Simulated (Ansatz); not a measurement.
# In4O6F: the cost of one run

Computed with Ansatz 0.2.0 (DFT LDA, scalar-relativistic, plane waves, PAW, unless a step's input says otherwise).

1 further run of the same task is left out (set aside as unsound or not needed).

**1. The starting structure**

It takes space group R-3c (No. 167, trigonal). The conventional cell has a = 5.461 Å, b = 5.461 Å, c = 14.369 Å, α = 90.00°, β = 90.00°, γ = 120.00°. In (site symmetry 3) is surrounded by 6 O at 2.11 to 2.24 Å. Around O (site symmetry 2) lie 4 In at 2.11 to 2.24 Å.

Structure file:

```cif
data_structure
_symmetry_space_group_name_H-M 'R-3c:H'
_symmetry_Int_Tables_number 167
_cell_length_a 5.4610
_cell_length_b 5.4610
_cell_length_c 14.3693
_cell_angle_alpha 90.000
_cell_angle_beta 90.000
_cell_angle_gamma 120.000
_cell_volume 371.12
loop_
_atom_site_label
_atom_site_type_symbol
_atom_site_symmetry_multiplicity
_atom_site_Wyckoff_symbol
_atom_site_fract_x
_atom_site_fract_y
_atom_site_fract_z
_atom_site_occupancy
In1 In 12 c 0.66667 0.33333 0.19101 1
O1 O 18 e 0.62887 0.66667 0.41667 1
```

It is the result of an earlier relaxation at this level (volume 12.37 Å³/atom; gap on the mesh: 1.29 eV).

**2. Plan of the line**

Atoms count from 1 in the order of the input.

A guest moved over a lattice plane through the rigid host; the plane is (1 0 1) of the conventional cell, half-way across the widest gap between atomic layers, origin above In3.

- place of F11 along a1: 6 values from 0.000 to 0.833, periodic
- place of F11 along a2: 6 values from 0.000 to 0.833, periodic

Nothing else is relaxed (host rigid, guest held in the plane). Points are written as (first, second).

The two vectors of the plane (Å): (2.730, -4.729, 0.000); (2.730, -1.576, -4.790).

**3. Grid point (0/6, 4/6) of the map's two axes**

input.yaml reads:

```yaml
crystal:
  lattice:
    - [2.7304973793, 1.576453397, 4.7897588655]
    - [-2.7304973793, 1.576453397, 4.7897588655]
    - [0.0, -3.1529067939, 4.7897588655]
  atoms:
    - { symbol: In, position: [0.357681443, 0.357681443, 0.357681443] }
    - { symbol: In, position: [0.142318557, 0.142318557, 0.142318557] }
    - { symbol: In, position: [0.642318557, 0.642318557, 0.642318557] }
    - { symbol: In, position: [0.857681443, 0.857681443, 0.857681443] }
    - { symbol: O, position: [0.545537671, 0.954462329, 0.25] }
    - { symbol: O, position: [0.25, 0.545537671, 0.954462329] }
    - { symbol: O, position: [0.954462329, 0.25, 0.545537671] }
    - { symbol: O, position: [0.454462329, 0.045537671, 0.75] }
    - { symbol: O, position: [0.75, 0.454462329, 0.045537671] }
    - { symbol: O, position: [0.045537671, 0.75, 0.454462329] }
    - { symbol: F, position: [0.6961885409, -0.0433853162, 0.6232813505] }
total_charge: -1
basis:
  ecutwfc: 420
kpoints:
  mp_grid: { grid: [6, 6, 6] }
hamiltonian:
  xc: lda
  pseudopotentials: { kind: paw, azcp: { folder: soft_1 } }
scf:
  occupations: { method: gaussian, width: 0.05 }
output:
  forces: true
  stress: true
  eigenvalues: true
  write_density: true
  write_potential: true
  elf: true
  volumetric_format: npy
```

Command:

```bash
$ ansatz run input.yaml --threads 4 --pin off --max-ram 8192MiB --backend cpu --events-out ev --progress --plain --runs-dir out
```

What time and memory should one allow on 4 threads of Arm Neoverse V2, shared host?

About 38 s, with a peak of 0.8 GiB.
